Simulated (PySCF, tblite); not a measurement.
**C7H16NP: geometry, infrared bands and NMR shifts**

What infrared bands and NMR shifts should C7H16NP (`CCC[P@@]1(=N)CC[C@@H]1C`) show?

Programs: tblite 0.8.0 and PySCF 2.14.0, with density-fitted response routines of our own. Each step states its level of theory. These are calculated values for one molecule in the gas phase, unless marked as measured. Atoms are numbered from 0 throughout.

### Step 1. Starting geometry

25 atoms, charge 0, multiplicity 1; geometry from: force field or distance geometry start.

Bonds of the start (Å): C0–C1 1.49, C1–C2 1.46, C2–P3 1.78, P3–N4 1.55, P3–C5 1.83, C5–C6 1.50, C6–C7 1.52, C7–C8 1.53, C7–P3 1.79, C0–H9 1.12, C0–H10 1.12, C0–H11 1.11, C1–H12 1.13, C1–H13 1.13, C2–H14 1.13, C2–H15 1.13, N4–H16 1.04, C5–H17 1.12, C5–H18 1.09, C6–H19 1.09, C6–H20 1.13, C7–H21 1.11, C8–H22 1.11, C8–H23 1.13, C8–H24 1.10.

### Step 2. Relaxing the molecule with GFN2-xTB

What the job is given:

```
{"job": {"kind": "relax", "xc": "GFN2-xTB", "basis": "xTB"}, "charge": 0, "multiplicity": 1}
C      3.251700     0.486500     0.113600
C      2.475200    -0.744700     0.433400
C      1.200300    -0.972000    -0.231300
P     -0.105200     0.219100    -0.039400
N      0.247200     1.686800     0.294600
C     -1.354500    -0.026200    -1.348200
C     -2.231100    -0.855500    -0.450600
C     -1.609100    -0.262600     0.804200
C     -2.436800     0.962100     1.180500
H      3.268100     1.210400     0.968800
H      4.320100     0.186200    -0.007900
H      2.956500     0.950600    -0.847300
H      3.141900    -1.620100     0.188800
H      2.367000    -0.829200     1.558700
H      1.389700    -1.059500    -1.338600
H      0.823700    -1.992700     0.066900
H     -0.138600     2.146300     1.149500
H     -0.924400    -0.668000    -2.163300
H     -1.781000     0.881600    -1.766200
H     -2.147800    -1.945000    -0.518000
H     -3.296300    -0.485200    -0.558000
H     -1.449600    -0.977400     1.631900
H     -2.349900     1.691300     0.351000
H     -3.514300     0.610500     1.191900
H     -2.113600     1.430700     2.123200
```

Launch:

```bash
$ OMP_NUM_THREADS=1 python probes_run.py task.json out
```

The driver reads the jobs from task.json and runs them one after another.

**Question.** This job is followed by: GFN2-xTB harmonic vibrations, gas phase; GIAO PBE0/pcSseg-1 NMR shielding, non-relativistic, gas phase. What will the session give for the following? strongest single infrared mode (GFN2-xTB); zero-point energy (GFN2-xTB); ¹³C shifts against TMS (PBE0/pcSseg-1); ¹H shifts against TMS (PBE0/pcSseg-1, means over atoms taken as alike); ³¹P shifts against H3PO4 (PBE0/pcSseg-1); ¹⁵N shifts against NH3 (PBE0/pcSseg-1).

**Answer**, as computed:

| quantity | value |
| --- | --- |
| strongest single infrared mode (GFN2-xTB) | 1220 cm⁻¹, 203 km/mol |
| zero-point energy (GFN2-xTB) | 136.5 kcal/mol |
| ¹³C shifts against TMS (PBE0/pcSseg-1) | 50.0, 42.7, 32.4, 21.4, 19.3, 17.3, 17.1 ppm |
| ¹H shifts against TMS (PBE0/pcSseg-1, means over atoms taken as alike) | 2.63, 2.46, 2.39, 1.78, 1.76, 1.66, 1.59, 1.57, 1.56, 1.45, 1.30, 1.22 ppm |
| ³¹P shifts against H3PO4 (PBE0/pcSseg-1) | 18.0 ppm |
| ¹⁵N shifts against NH3 (PBE0/pcSseg-1) | 71.3 ppm |

In words: Over 166 steps the energy fell by 1.722 eV; of the close pairs, P3–C7 changed most, 1.790 to 1.891 Å. All 69 modes are real, so the xTB geometry is a minimum. The strongest single mode, at 1220 cm⁻¹, is spread over many atoms; the largest shares are those of N4, P3. GFN2-xTB is a fitted tight-binding method: band positions and strengths are rough. Its intensities can rank the bands wrongly. At PBE0/pcSseg-1: The widest tensor belongs to P3: span 236 ppm, with a paramagnetic part of -665 ppm.
